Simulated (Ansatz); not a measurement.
Write a Python script for the Ansatz DFT code, driven from Python that makes a formation energy from the elements of TiFe and its elements. Settings (first run): PBEsol, PAW, cutoff 450 eV, Gaussian smearing of 0.05 eV, collinear spin.

The script, `formation.py`:
```python
"""Formation energy of TiFe from the elements, after relaxing cells and atoms."""

from collections import Counter

import ansatz as az
import numpy as np

POLARISED = {"TiFe", "Fe"}


def compute(name, crystal):
    calc = crystal.calculation()
    calc = calc.functional("PBEsol")
    calc = calc.basis(450)
    calc = calc.kpoints(spacing=0.33)
    calc = calc.occupations("gaussian", width=0.05).stress()
    if name in POLARISED:
        calc = calc.spin("collinear")
    calc = calc.relax(force_tolerance=0.01, cell=True)
    return calc.run(threads=1, pin="off")


def counts(outcome):
    return Counter(site.symbol for site in outcome.lattice.sites)

def formation_energy(outcome, mu):
    n = counts(outcome)
    return (outcome.report["energy_sigma0_ev"] - sum(k * mu[element] for element, k in n.items())) / sum(n.values())


def volume_per_atom(outcome):
    return abs(np.linalg.det(outcome.lattice.cell_ang)) / len(outcome.lattice.sites)

phases = {}
tife = (
    az.Lattice.cubic(2.976)
    .space_group(221)
    .atom("Ti", (0.5, 0.5, 0.5))
    .atom("Fe", (0.0, 0.0, 0.0))
    .moments(Fe=3.5)
)
phases["TiFe"] = tife
ti = (
    az.Lattice.of((2.95, 0.0, 0.0), (-1.475, 2.554775, 0.0), (0.0, 0.0, 4.68))
    .atom("Ti", (1 / 3, 2 / 3, 0.25))
    .atom("Ti", (2 / 3, 1 / 3, 0.75))
)
phases["Ti"] = ti
fe = (
    az.Lattice.from_parameters(2.499349, 2.499349, 2.499349, alpha=109.47122, beta=109.47122, gamma=109.47122)
    .atom("Fe", (0.0, 0.0, 0.0))
    .moments(Fe=3.5)
)
phases["Fe"] = fe

done = {name: compute(name, crystal) for name, crystal in phases.items()}

# chemical potentials of the elements at zero temperature
references = {"Ti": "Ti", "Fe": "Fe"}
mu = {element: done[name].report["energy_sigma0_ev"] / len(done[name].lattice.sites) for element, name in references.items()}

target = done["TiFe"]
heat = formation_energy(target, mu)
rows = [(name, len(o.lattice.sites), volume_per_atom(o), formation_energy(o, mu)) for name, o in done.items()]
print("     phase       atoms  V (A^3/atom)  E_form (eV/atom)")
for row in rows:
    print(f"{str(row[0]):>10}  {row[1]:10d}  {row[2]:12.3f}  {row[3]:16.4f}")
```

```console
$ python formation.py
RunWarning: the starting moments were not kept: the SCF closed with an absolute magnetisation of 1.7e-6 μB, where they sum to 3.5 μB in size (1 site). That is at most 0.1 of that sum. Measured as [...]
     phase       atoms  V (A^3/atom)  E_form (eV/atom)
      TiFe           2        12.415           -0.4765
        Ti           2        16.742            0.0000
        Fe           1        10.854            0.0000
```
(Warnings from the package without file and line, shortened, repeats left out.)

Caveats:
- The SCF didn't keep the moments it started from (some shrank, vanished or turned); what is printed is the state reached.
- The cells come from databases of deposited and of computed structures, and not all need be stable phases.
- The compound is the structure given, not necessarily its lowest; energies are at zero temperature, with no correction for gases. Magnetic phases start from parallel moments and may not end in their lowest magnetic state. A semilocal functional's error on such energies is often 0.05 to 0.1 eV an atom, and 0.1 to 0.3 eV against gases such as O2 or F2.
- Timing: 36 s on 1 thread of Intel(R) Xeon(R) Platinum 8259CL CPU @ 2.50GHz (Skylake/Cascade Lake) (shared host), peak memory 0.44 GiB.

(Lines on the test bed's own set-up are left out of the output.)
